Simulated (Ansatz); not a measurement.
# CH5AlF3N: how energies converge with the basis set

The task here is to estimate one member of a computed series from the others.

Program: Ansatz 0.2.0, Gaussian basis. Level of theory: one geometry, several basis sets. These are calculated values, not measurements.

The runs, in order: PBE0-D4/def2-SVP; ωB97M-V/def2-SVP; PBE0-D4/def2-QZVPP; ωB97M-V/def2-QZVPP; the functionals' def2-TZVPP values are taken from earlier runs.

**The relaxed structure**

An earlier PBE0-D4 in a triple-zeta def2 set relaxation fixed the geometry.

SMILES `C[NH2+][Al-]([F])([F])[F]`, 11 atoms, charge 0, spin multiplicity 1.

Atoms are counted from 1 here; the program's logs count them from 0.

Bond lengths: C1–N2 1.477 Å, C1–H7 1.091 Å, C1–H8 1.089 Å, C1–H9 1.089 Å, N2–Al3 1.983 Å, N2–H10 1.016 Å, N2–H11 1.016 Å, Al3–F4 1.659 Å, Al3–F5 1.657 Å, Al3–F6 1.659 Å. Angles: N2–C1–H7 111.7°, N2–C1–H8 108.5°, N2–C1–H9 108.5°, H7–C1–H8 109.8°, H7–C1–H9 109.8°, H8–C1–H9 108.5°, C1–N2–Al3 112.9°, C1–N2–H10 110.2°, C1–N2–H11 110.2°, Al3–N2–H10 108.6°, Al3–N2–H11 108.5°, H10–N2–H11 106.1°, N2–Al3–F4 100.6°, N2–Al3–F5 101.2°, N2–Al3–F6 100.6°, F4–Al3–F5 116.7°, F4–Al3–F6 116.2°, F5–Al3–F6 116.7°.

The first run:

Input file in.yaml:

```yaml
crystal:
  periodic: [false, false, false]
  atoms:
    - {symbol: C, position_ang: [-0.016884, -1.100681, 0.845500]}
    - {symbol: N, position_ang: [0.633127, -0.270144, -0.188982]}
    - {symbol: Al, position_ang: [-0.451842, 1.307510, -0.706057]}
    - {symbol: F, position_ang: [-1.826442, 0.564361, -1.261876]}
    - {symbol: F, position_ang: [0.525883, 2.012281, -1.842875]}
    - {symbol: F, position_ang: [-0.577840, 2.084127, 0.753994]}
    - {symbol: H, position_ang: [0.595363, -1.962206, 1.114938]}
    - {symbol: H, position_ang: [-0.979254, -1.438035, 0.463929]}
    - {symbol: H, position_ang: [-0.191357, -0.483467, 1.725353]}
    - {symbol: H, position_ang: [1.539473, 0.053496, 0.138163]}
    - {symbol: H, position_ang: [0.815172, -0.824243, -1.021488]}
basis:
  gaussian: {orbitals: def2-SVP}
hamiltonian: {xc: pbe0, dispersion: d4}
output: {orbitals: {seedname: orbitals}}
```

Run with:

```console
> ansatz run in.yaml --threads 4 --pin off --events-out ev --progress --plain --max-ram 10444MiB
```

Among the steps run: PBE0-D4 in def2-SVP; ωB97M-V in def2-SVP; PBE0-D4 in def2-QZVPP; ωB97M-V in def2-QZVPP.

One table of the session follows, with a row left open; its other results are not shown here.

It belongs to the step «Density functionals: the series». 

```
functional       basis  HOMO (eV)  LUMO (eV)
   PBE0-D4    def2-SVP      -9.90       0.26
   PBE0-D4  def2-TZVPP          ?          ?
   PBE0-D4  def2-QZVPP     -10.31      -0.51
   ωB97M-V    def2-SVP     -12.40       1.85
   ωB97M-V  def2-TZVPP     -12.67       1.21
   ωB97M-V  def2-QZVPP     -12.72       0.68
```

Q: Estimate the row for PBE0-D4, def2-TZVPP from the others.

**Answer.** HOMO (eV): -10.27; LUMO (eV): -0.22. In the column «HOMO (eV)» it lies between PBE0-D4, def2-QZVPP (-10.31) and PBE0-D4, def2-SVP (-9.90).
